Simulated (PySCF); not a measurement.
# C4H9Al: the cost of one run

Computed with PySCF 2.14.0, with density-fitted response routines of our own, on a single molecule in the gas phase. Atoms count from 0, in the outputs and in this text.

**1. The starting structure**

14 atoms, charge 0, multiplicity 1; geometry from: GFN2-xTB. The atoms were then displaced at random by about 0.01 Å, so the start is not that level's minimum.

Bonds of the start (Å): C0–Al1 2.02, Al1–C2 2.00, C2–C3 1.48, C3–C4 1.48, C4–C2 1.50, C0–H5 1.11, C0–H6 1.07, C0–H7 1.09, Al1–H8 1.57, C2–H9 1.08, C3–H10 1.07, C3–H11 1.09, C4–H12 1.09, C4–H13 1.09.

**2. Relaxing the molecule at PBE0-D3(BJ)/def2-SVP**

Job settings and geometry (Å):

```
{"job": {"xc": "PBE0", "basis": "def2-SVP", "d3": "d3bj", "grid": 1, "shake": 0.01, "kind": "geom"}, "charge": 0, "multiplicity": 1}
C      2.825360    -0.237050     0.061100
Al     0.904110     0.357200     0.210240
C     -0.780000    -0.568040    -0.327980
C     -1.813660     0.417490    -0.727950
C     -1.919640    -0.240990     0.597260
H      3.481070     0.640680     0.207150
H      3.097790    -0.973480     0.794670
H      3.059120    -0.631080    -0.930620
H      0.569370     1.749420     0.855590
H     -0.854620    -1.543890    -0.787430
H     -1.599730     1.467460    -0.733190
H     -2.549240     0.127610    -1.481410
H     -1.736230     0.401290     1.460920
H     -2.690850    -0.981670     0.793890
```

Launch:

```
> OMP_NUM_THREADS=1 python probes_run.py task.json out
```

One launch serves the whole session: the jobs run in the order shown.

**Question.** How long does this first job take on 1 thread of Arm Neoverse V1, shared host, and how much memory does it need?

About 31 s, with a peak of 0.51 GiB.
